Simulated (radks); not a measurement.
# Fractional charge and spin in the 5s shell of antimony

An exercise on one series of results from a longer session: the logs are not shown, and one member is left open.

The numbers are computed with radks (a radial shooting solver on a logarithmic mesh, Libxc functionals) version 1 (scalar-relativistic Kohn-Sham, r2SCAN, spin-polarised, spherical densities, finite nucleus), except any that are marked as measured or tabulated.

## What is computed

```
element            : antimony (Z = 51)
configuration      : [Kr] 4d10 5p(up 1.5, down 1.5) 5s(up 1, down 1)
nuclear rms radius : 4.6802 fm
```

A shell typed twice in an input gives spin up, then spin down.

The first run:

Settings of this run:

```text
Z 51
configuration [Kr] 4d10 5p1.5 5p1.5 5s1 5s1
relativity scalar-relativistic
functional r2scan,r2scan
spin polarised
nucleus finite rms 4.6802 fm
c 137.035999084
```

Steps of the session up to this table: 5s: up 1, down 1.

One of the session's tables, all rows but one given; the rest of the session is left out.

It belongs to the step «5s: up 1, down 1». Radial moments (bohr):

| level | <r> | outermost maximum (interpolated) | 90 % within | nodes |
| --- | --- | --- | --- | --- |
| 3s | 0.3298 | 0.299 | 0.485 | 2 |
| 3p | ? | ? | ? | ? |
| 3d | 0.3054 | 0.245 | 0.480 | 0 |
| 4s | 0.7924 | 0.724 | 1.14 | 3 |
| 4p | 0.8533 | 0.763 | 1.25 | 2 |
| 4d | 1.029 | 0.846 | 1.59 | 1 |
| 5s | 2.251 | 1.91 | 3.34 | 4 |
| 5p | 2.894 | 2.34 | 4.40 | 3 |

Estimate the missing values for 3p.

**Answer.** <r>: 0.3283; outermost maximum (interpolated): 0.293; 90 % within: 0.493; nodes: 1. In the column «<r>» it lies between 3d (0.3054) and 3s (0.3298).
